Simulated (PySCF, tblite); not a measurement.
# C₆H₁₂FNSi: geometry, infrared bands and NMR shifts

Wanted: the infrared bands and NMR shifts of C₆H₁₂FNSi (`C#CC[C@H](F)[SiH2]N(C)C`), by calculation.

Programs: tblite 0.8.0 and PySCF 2.14.0, with density-fitted response routines of our own. Each step states its level of theory. These are calculated values for one molecule in the gas phase, unless marked as measured. Atoms are numbered from 0 throughout.

### 1 Starting geometry

21 atoms, charge 0, multiplicity 1; geometry from: force field or distance geometry start.

Bonds of the start (Å): C0–C1 1.22, C1–C2 1.46, C2–C3 1.50, C3–F4 1.40, C3–Si5 1.88, Si5–N6 1.76, N6–C7 1.43, N6–C8 1.41, C0–H9 1.06, C2–H10 1.11, C2–H11 1.11, C3–H12 1.11, Si5–H13 1.45, Si5–H14 1.48, C7–H15 1.13, C7–H16 1.12, C7–H17 1.09, C8–H18 1.13, C8–H19 1.10, C8–H20 1.10.

### 2 Geometry optimisation with GFN2-xTB

Job settings and geometry (Å):

```
{"job": {"kind": "relax", "xc": "GFN2-xTB", "basis": "xTB"}, "charge": 0, "multiplicity": 1}
C      3.869400     1.280700     0.265100
C      3.156700     0.329400    -0.024700
C      2.350400    -0.839500    -0.360800
C      1.070800    -0.826800     0.417400
F      0.341300    -1.965400     0.050700
Si    -0.029200     0.652000     0.070800
N     -1.680000     0.153600     0.432500
C     -2.061000    -1.128800    -0.059900
C     -2.671900     1.155300     0.379500
H      4.480400     2.108200     0.512200
H      2.896000    -1.775700    -0.108200
H      2.178800    -0.883700    -1.458700
H      1.180800    -0.883900     1.522800
H      0.187200     1.164700    -1.268200
H      0.371600     1.682900     1.055300
H     -3.179000    -1.174900    -0.190900
H     -1.844000    -1.877900     0.739800
H     -1.631600    -1.423100    -1.020700
H     -3.567400     0.774000     0.954100
H     -3.049800     1.397400    -0.628000
H     -2.378400     2.098400     0.874100
```

On the command line:

```sh
OMP_NUM_THREADS=1 python probes_run.py task.json out
```

This one command runs all jobs of the session in turn.

**Question.** This job is followed by: GFN2-xTB harmonic vibrations, gas phase; GIAO PBE0/pcSseg-1 NMR shielding, non-relativistic, gas phase. Predict these results of the whole session: strongest single infrared mode (GFN2-xTB); zero-point energy (GFN2-xTB); ¹³C shifts against TMS (PBE0/pcSseg-1, means over atoms taken as alike); ¹H shifts against TMS (PBE0/pcSseg-1, means over atoms taken as alike); ¹⁹F shifts against CFCl3 (PBE0/pcSseg-1); ²⁹Si shifts against TMS (PBE0/pcSseg-1); ¹⁵N shifts against NH3 (PBE0/pcSseg-1).

The runs gave:

| quantity | value |
| --- | --- |
| strongest single infrared mode (GFN2-xTB) | 2159 cm⁻¹, 335 km/mol |
| zero-point energy (GFN2-xTB) | 102.4 kcal/mol |
| ¹³C shifts against TMS (PBE0/pcSseg-1, means over atoms taken as alike) | 92.3, 84.2, 78.7, 41.4, 23.8 ppm |
| ¹H shifts against TMS (PBE0/pcSseg-1, means over atoms taken as alike) | 5.02, 4.91, 4.84, 3.01, 2.69, 2.68, 1.46 ppm |
| ¹⁹F shifts against CFCl3 (PBE0/pcSseg-1) | -240.6 ppm |
| ²⁹Si shifts against TMS (PBE0/pcSseg-1) | -30.3 ppm |
| ¹⁵N shifts against NH3 (PBE0/pcSseg-1) | 16.2 ppm |

What this shows: The optimisation took 189 steps and gained 0.629 eV; among the close pairs (by a distance rule), Si5–N6 changed most, from 1.762 to 1.715 Å. All 57 modes are real, so the xTB geometry is a minimum. The strongest single mode, at 2159 cm⁻¹, moves mainly H13. Unscaled tight-binding wavenumbers are off by several per cent, some by more. Its intensities can rank the bands wrongly. C3 (sp3 CH bonded to F and Si) lies farthest downfield among carbon, at 92.3 ppm; pulled downfield by the heteroatom. The most deshielded hydrogen is H12 (hydrogen on an sp3 CH bonded to F and Si), at 5.02 ppm: its carbon carries F, which withdraws density. At PBE0/pcSseg-1: Shielding is most anisotropic at C1 (span 288 ppm, paramagnetic term -163 ppm).
